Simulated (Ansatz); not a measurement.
# CH9GeNOSn: the cost of one run

Program: Ansatz 0.2.0. Level of theory: RHF/def2-SVP. These are calculated values, not measurements.

### Step 1. The starting structure

Bond lengths: C1–N2 1.391 Å, N2–Sn3 2.050 Å, Sn3–Ge4 2.568 Å, Ge4–O5 1.833 Å, C1–H6 1.121 Å, C1–H7 1.149 Å, C1–H8 1.107 Å, N2–H9 1.093 Å, Sn3–H10 1.793 Å, Sn3–H11 1.755 Å, Ge4–H12 1.574 Å, Ge4–H13 1.450 Å, O5–H14 1.022 Å. Angles (14 of 22 angles, heavy atoms first): C1–N2–Sn3 107.4°, N2–Sn3–Ge4 112.5°, Sn3–Ge4–O5 108.6°, C1–N2–H9 107.8°, Sn3–N2–H9 107.4°, N2–C1–H6 114.4°, N2–C1–H7 112.6°, N2–C1–H8 111.9°, N2–Sn3–H10 108.5°, N2–Sn3–H11 109.5°, Ge4–Sn3–H10 108.6°, Ge4–Sn3–H11 110.0°, Sn3–Ge4–H12 107.8°, Sn3–Ge4–H13 114.0°.

As a file:

```xyz
14

C    -1.4397    0.6538    1.1684
N    -0.4982   -0.2254    1.6927
Sn    1.2154   -0.0221    0.5863
Ge    0.9451   -0.8947   -1.8140
O    -0.2842    0.1518   -2.6811
H    -1.7284    0.4437    0.1060
H    -1.0892    1.7479    1.2016
H    -2.3813    0.6444    1.7496
H    -0.2698    0.0984    2.7115
H     2.5226   -0.9504    1.3880
H     1.6987    1.6644    0.5606
H     0.3248   -2.3396   -1.7340
H     2.1726   -0.8839   -2.5865
H    -1.2014   -0.1174   -2.3202
```

### Step 2. Relaxing end A

The input, input.yaml:

```yaml
crystal:
  periodic: [false, false, false]
  atoms:
    - { symbol: C, position_ang: [-1.4397, 0.6538, 1.1684] }
    - { symbol: "N", position_ang: [-0.4982, -0.2254, 1.6927] }
    - { symbol: Sn, position_ang: [1.2154, -0.0221, 0.5863] }
    - { symbol: Ge, position_ang: [0.9451, -0.8947, -1.814] }
    - { symbol: O, position_ang: [-0.2842, 0.1518, -2.6811] }
    - { symbol: H, position_ang: [-1.7284, 0.4437, 0.106] }
    - { symbol: H, position_ang: [-1.0892, 1.7479, 1.2016] }
    - { symbol: H, position_ang: [-2.3813, 0.6444, 1.7496] }
    - { symbol: H, position_ang: [-0.2698, 0.0984, 2.7115] }
    - { symbol: H, position_ang: [2.5226, -0.9504, 1.388] }
    - { symbol: H, position_ang: [1.6987, 1.6644, 0.5606] }
    - { symbol: H, position_ang: [0.3248, -2.3396, -1.734] }
    - { symbol: H, position_ang: [2.1726, -0.8839, -2.5865] }
    - { symbol: H, position_ang: [-1.2014, -0.1174, -2.3202] }
basis:
  gaussian: { orbitals: def2-SVP }
hamiltonian:
  xc: hf
relax:
  f_tol: 0.015
  max_steps: 40
```

Started as:

```
$ ansatz run input.yaml --threads 2 --pin off --max-ram 3072MiB --backend cpu --events-out ev --progress --plain --runs-dir out
```

**Question.** How long does this run take on 2 threads of Intel Xeon 6975P-C (Granite Rapids), shared host, and how much memory does it need?

About 72 s, with a peak of 0.46 GiB.
